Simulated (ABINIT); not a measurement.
Crystal: NaCl.

```xyz
2
Lattice="0.0000 2.7941 2.7941 2.7941 0.0000 2.7941 2.7941 2.7941 0.0000" Properties=species:S:1:pos:R:3 pbc="T T T"
Cl    2.7941    2.7941    2.7941
Na    0.0000    0.0000    0.0000
```

The cell is a database's computed one.

Program: ABINIT 10.8.3 (patched build). Alike in all runs: no spin polarisation; cell as given. Hardware: 4 MPI ranks on Arm Neoverse V1 (shared host).

Problem. Order these runs on this cell by their wall time, lowest first.
A. task dielectric tensor; level PBE; potentials or basis PseudoDojo NC SR PBE v0.4.1 standard; k mesh 4 × 4 × 4, with 4 shifts; cutoff (eV) 1088; smearing fixed; stop of the response cycle (tolvrs) 1e-08; acoustic sum rule (asr) 1
B. task single point; level PBE-EpsX; potentials or basis SPMS NC PBE v1.0; k mesh 6 × 6 × 6; cutoff (eV) 599; smearing fermi-dirac 0.05 eV; most SCF steps 60; thinning of the exchange mesh (fockdownsampling) 2 × 2 × 2; dielectric constant that sets the share 2.53375
C. task single point; level PBE; potentials or basis PseudoDojo NC SR PBE v0.4.1 standard; k mesh 6 × 6 × 6; cutoff (eV) 1088; smearing fermi-dirac 0.05 eV

Solution. C (7 s), A (95 s), B (330 s).
